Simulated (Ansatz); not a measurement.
## NbTe under changes of volume

One of the cells (21.934 Å³/atom); the others are scaled copies at fixed shape and fractional positions:

```
CELL_PARAMETERS angstrom
3.70297 0.00000 0.00000
-1.85149 3.20687 0.00000
0.00000 0.00000 3.69421
ATOMIC_POSITIONS crystal
Te 0.66667 0.33333 0.00000
Nb 0.00000 0.00000 0.50000
```

The cell comes from a database or a generator and needn't be the stable form of this composition.

| Property | Result |
| --- | --- |
| Program | Ansatz 0.2.0 |
| Functional | LDA |
| Potentials or basis | Ansatz PAW |
| Cutoff | 420 eV (not typed: the program's choice for these potentials) |
| k mesh | 8 × 8 × 7 |
| Occupations | fermi-dirac, width 0.05 eV |
| Spin | no spin polarisation |

```tsv
volume (Å³/atom)	energy over the lowest point (meV/atom)	pressure (GPa)
20.618	0.00	0.2
21.057	3.60	-2.7
21.496	14.61	-5.2
21.934	32.20	-7.5
22.373	55.63	-9.5
22.812	84.24	-11.3
23.250	?	?
```

**Question.** What does the run at 23.250 Å³/atom give?

**Answer.** Energy over the lowest point 117.41 meV/atom; pressure -12.8 GPa.

Worked out: A Birch-Murnaghan fit of order 3 (a polynomial in V^(-2/3)) to the other rows has its minimum at 20.64 Å³/atom with B0 = V·E''(V) = 143 GPa and B' = 4.7 at fixed shape and positions, which overstates the stiffness. It gives 117.34 meV/atom at 23.250 Å³/atom, against the run's 117.41, and -dE/dV = -12.9 GPa, against -12.8.

Energies are extrapolated to zero smearing.

Caveats: the PAW data sets come from PBE, with cores solved anew for the run's functional, which leaves a small shift of forces and pressure.
